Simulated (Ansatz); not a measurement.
**CH4AlIn (SMILES [CH2]1[AlH][InH]1): PBE0/def2-SVPD (core potential)**

Aim: the vertical electron affinity of CH4AlIn at PBE0/def2-SVPD (core potential), from 2 runs. 

The results are computed with Ansatz 0.2.0.

54 further runs of the same task are left out: 54 set aside as unsound or not needed.

## 1. The system as given

CH4AlIn: 7 atoms, total charge 0, spin state singlet. As SMILES, `[CH2]1[AlH][InH]1`. Geometry: relaxed at PBE0-D4/def2-TZVP.

Bond lengths: C1–Al2 1.874 Å, Al2–In3 2.543 Å, C1–H4 1.102 Å, C1–H5 1.092 Å, Al2–H6 1.584 Å, In3–H7 1.731 Å. Angles: C1–Al2–In3 65.0°, C1–Al2–H6 138.7°, In3–Al2–H6 138.8°, Al2–C1–H4 120.2°, Al2–C1–H5 127.0°, Al2–In3–H7 161.6°, H4–C1–H5 107.9°.

## 2. A single-point energy at PBE0/def2-SVPD (core potential)

run.yaml reads:

```yaml
crystal:
  periodic: [false, false, false]
  atoms:
    - {symbol: C, position_ang: [-0.613000, 0.132400, -0.657400]}
    - {symbol: Al, position_ang: [-0.455200, 0.915100, 1.037900]}
    - {symbol: In, position_ang: [1.229300, -0.924400, 0.544100]}
    - {symbol: H, position_ang: [-0.896900, -0.927600, -0.754800]}
    - {symbol: H, position_ang: [-0.866200, 0.635300, -1.593000]}
    - {symbol: H, position_ang: [-0.487600, 2.358400, 1.689000]}
    - {symbol: H, position_ang: [2.089500, -2.189200, -0.265800]}
basis:
  gaussian: {orbitals: def2-SVPD}
output: {orbitals: {seedname: orbitals}}
accuracy: high
hamiltonian: {xc: pbe0}
```

Started as:

```bash
$ ansatz run run.yaml --threads 1 --pin off --max-ram 3480MiB --events-out events.jsonl --progress --plain --runs-dir runs
```

The log of the run:

```text
Warning: RAYON_NUM_THREADS=1 ignored (pool sized by the plan → 1); use --threads N
Functional definition: PBE0
  name "PBE0"
  parameter a = 0.25
  parameter kappa = 0.804
  parameter beta = 0.06672455060314922
  exchange = (1 - a)*pbe_x(kappa = kappa, mu = beta*pi^2/3) + a*exact_x
  correlation = pbe_c(beta = beta)
2281 factors; integrals over basis functions are off by at most 3.5e-9 eV
mean field evaluation 1: about -12853.8818 eV, gradient 5.8e1 eV
mean field evaluation 2: about -12816.7565 eV, gradient 1.0e2 eV
mean field evaluation 4: about -12863.3806 eV, gradient 5.1e0 eV
mean field evaluation 8: about -12863.5590 eV, gradient 5.6e-1 eV
mean field evaluation 16: about -12863.5601 eV, gradient 8.7e-5 eV
mean field -12863.56011706 eV, -472.7271150677 hartree, gradient 3.6e-8 eV, S^2 0.000000; 0 other end points of the search recorded, 0 dependent functions left out
reference -12863.56012070 eV, -472.7271152013 hartree; 22, 22 occupied and 86, 86 virtual orbitals, 2281 factors
Total energy: -12863.56012070 eV, -472.7271152013 hartree
```

It took 12 s on 1 thread of Arm Neoverse V2, shared host; peak memory 0.39 GiB.

## 3. The doublet anion, same level

molecule.yaml reads:

```yaml
crystal:
  periodic: [false, false, false]
  atoms:
    - {symbol: C, position_ang: [-0.613000, 0.132400, -0.657400]}
    - {symbol: Al, position_ang: [-0.455200, 0.915100, 1.037900]}
    - {symbol: In, position_ang: [1.229300, -0.924400, 0.544100]}
    - {symbol: H, position_ang: [-0.896900, -0.927600, -0.754800]}
    - {symbol: H, position_ang: [-0.866200, 0.635300, -1.593000]}
    - {symbol: H, position_ang: [-0.487600, 2.358400, 1.689000]}
    - {symbol: H, position_ang: [2.089500, -2.189200, -0.265800]}
basis:
  gaussian: {orbitals: def2-SVPD}
total_charge: -1
magnetization: {spin_polarized: true, initial_magnetization: 1}
hamiltonian: {xc: pbe0}
accuracy: high
output: {orbitals: {seedname: orbitals}}
```

Started as:

```bash
$ ansatz run molecule.yaml --threads 1 --pin off --max-ram 3480MiB --events-out events.jsonl --progress --plain --runs-dir runs
```

The log of the run (excerpt; [...] marks lines left out):

```text
Warning: RAYON_NUM_THREADS=1 ignored (pool sized by the plan → 1); use --threads N
[... 7 set-up lines as earlier in the session ...]
2282 factors; integrals over basis functions are off by at most 3.5e-9 eV
mean field evaluation 1: about -12861.5965 eV, gradient 2.2e1 eV
mean field evaluation 2: about -12855.9019 eV, gradient 3.6e1 eV
mean field evaluation 4: about -12864.1507 eV, gradient 1.4e0 eV
mean field evaluation 8: about -12864.2212 eV, gradient 6.6e-2 eV
mean field evaluation 16: about -12864.2214 eV, gradient 4.8e-3 eV
mean field evaluation 32: about -12864.2214 eV, gradient 3.4e-6 eV
mean field -12864.22137394 eV, -472.7514158098 hartree, gradient 5.7e-8 eV, S^2 0.760040; 2 other end points of the search recorded, 0 dependent functions left out
reference -12864.22137737 eV, -472.7514159357 hartree; 23, 22 occupied and 85, 86 virtual orbitals, 2282 factors
Total energy: -12864.22137737 eV, -472.7514159357 hartree
```

Wall time 30 s (1 thread of Arm Neoverse V2, shared host); peak memory 0.55 GiB.

## 4. Results

Level: PBE0/def2-SVPD (core potential).

| quantity | value |
| --- | --- |
| singlet CH4AlIn: total energy | -472.72712 Eh |
| singlet CH4AlIn: HOMO energy | -5.71 eV |
| singlet CH4AlIn: LUMO energy | -2.17 eV |
| singlet CH4AlIn: HOMO–LUMO gap | 3.54 eV |
| doublet anion: total energy | -472.75142 Eh |
| doublet anion: HOMO energy (highest over α and β) | 0.86 eV |
| doublet anion: LUMO energy (lowest over α and β) | 2.85 eV |
| doublet anion: ⟨S²⟩ | 0.760 |
| vertical electron affinity (to the doublet anion) | 0.661 eV |

What this shows: At fixed nuclei the extra electron is bound by 0.66 eV (15.2 kcal/mol). The HOMO (doublet anion) lies at positive energy, 0.86 eV; only total energies tell whether the electron is bound.
